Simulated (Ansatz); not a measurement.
# C₂H₅ISn, SMILES [I][SnH]1[CH2][CH2]1: a rigid scan of one bond length

Program: Ansatz 0.2.0, Python API.

Run as a notebook:

```python
import ansatz as az
import numpy as np
```

```python
BASIS_SET = 'def2-SVP'
METHOD = 'MP2'
```

```python
geometry_ang = [
    ('I', (-0.8949, -0.5949, -3.1613)),
    ('Sn', (-0.0095, 0.8433, -1.0227)),
    ('C', (0.919, -0.362, 0.4981)),
    ('C', (-0.4204, -0.3034, 0.749)),
    ('H', (-0.6443, 2.434, -0.7073)),
    ('H', (1.5541, 0.2286, 1.2437)),
    ('H', (1.3471, -1.347, 0.1617)),
    ('H', (-0.9819, -1.2535, 0.5428)),
    ('H', (-0.7807, 0.3086, 1.6789)),
]
geometry = az.Crystal.molecule()
for symbol, xyz in geometry_ang:
    geometry = geometry.atom(symbol, xyz)

symbols = [site.symbol for site in geometry.cartesian_sites]
start = np.array([site.position_ang for site in geometry.cartesian_sites])
axis = (start[8] - start[3]) / np.linalg.norm(start[8] - start[3])
moving = [8]
lengths, energies = [0.99, 1.08, 1.17, 1.29, 1.46, 1.76, 2.11, 2.57], []
for length in lengths:
    xyz = start.copy()
    xyz[moving] += (length - np.linalg.norm(start[8] - start[3])) * axis
    point = az.Crystal.molecule()
    for symbol, place in zip(symbols, xyz):
        point = point.atom(symbol, place.tolist())
    calc = (
        point.calculation()
        .basis(gaussian=BASIS_SET)
        .correlation(METHOD)
    )
    r = calc.run(threads=1).report
    energies.append(r['free_energy_ev'])
    print(f'r = {length:6.3f} A  E = {energies[-1]:.5f} eV  <S^2> = {abs(r["mean_field"]["state"]["spin_squared"]):.3f}')

print('energy above the lowest point (eV):', [round(e - min(energies), 3) for e in energies])
```

    r =  0.990 A  E = -16028.41481 eV  <S^2> = 0.000
    r =  1.080 A  E = -16028.64913 eV  <S^2> = 0.000
    r =  1.170 A  E = -16028.56520 eV  <S^2> = 0.000
    r =  1.290 A  E = -16028.17695 eV  <S^2> = 0.000
    r =  1.460 A  E = -16027.39067 eV  <S^2> = 0.000
    r =  1.760 A  E = -16025.93482 eV  <S^2> = 0.000
    r =  2.110 A  E = -16024.56932 eV  <S^2> = 0.000
    r =  2.570 A  E = -16023.40686 eV  <S^2> = 0.000
    energy above the lowest point (eV): [0.234, 0.0, 0.084, 0.472, 1.258, 2.714, 4.08, 5.242]

Reading the output:
- Total energies depend on the basis set; only differences at equal settings carry meaning.
- The rest of the molecule is held rigid at a force-field or estimated start geometry, and the basis set is modest; single-reference methods fail as a bond breaks.
- def2 sets replace the cores of elements past krypton by effective core potentials.
- The orbitals are restricted, so S² is zero by construction.
- Toward dissociation an unrestricted state can lie under the restricted one, by tenths of an eV for polar bonds under a functional and by 1 to 2 eV or more for others.
- S² is that of the Hartree-Fock reference.
- The whole script took 34 s on 1 thread of Arm Neoverse V1, with other jobs on the host, peak memory 0.36 GiB.
